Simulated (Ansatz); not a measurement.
Runs of Ansatz 0.2.0 on TaV. It takes space group Cmmm (No. 65, orthorhombic). Conventional cell: a = 3.213 Å, b = 4.616 Å, c = 4.341 Å, α = 90.00°, β = 90.00°, γ = 90.00°. Ta (site symmetry mmm) is surrounded by 4 V at 2.70 Å and 4 Ta at 2.81 Å. V (site symmetry mmm) is surrounded by 4 Ta at 2.70 Å and 4 V at 2.81 Å. The cell comes from a database or a generator and needn't be the stable form of this composition.

```tsv
task	level	potentials or basis	spin	cell	k mesh	cutoff (eV)	smearing	pressure (GPa)	moment (μB)	relaxed volume (Å³/atom)
relaxation of cell and atoms	revPBE	all-electron LAPW, scalar-relativistic	collinear, ferromagnetic start	relaxed	7 × 7 × 5	-	fermi-dirac 0.05 eV	0.0	0.53	16.32
single point	PBE	all-electron LAPW, scalar-relativistic	collinear, ferromagnetic start	as given	10 × 10 × 6	274	gaussian 0.05 eV	-0.1	0.00	-
relaxation of cell and atoms	LDA	all-electron LAPW, scalar-relativistic	collinear, ferromagnetic start	relaxed	7 × 7 × 5	-	fermi-dirac 0.05 eV	0.0	0.00	(b)
relaxation of cell and atoms	RPBE	all-electron LAPW, scalar-relativistic	collinear, ferromagnetic start	relaxed	7 × 7 × 5	-	fermi-dirac 0.05 eV	0.0	0.56	16.42
relaxation of cell and atoms	LDA	all-electron LAPW, relativistic spinors	non-collinear, ferromagnetic start, SOC	relaxed	7 × 7 × 5	-	fermi-dirac 0.05 eV	0.0	0.00	(a)
```

Alike in all rows: basis error allowed 0.001 eV/atom.

Fill in the values left out.

(a) 14.99; (b) 15.00.

Caveats: the k mesh is thin for a metal, which can move the energy by tens of meV per atom (some runs); the magnetic state may not be the lowest (some runs).

Not every run made on this cell is shown here.
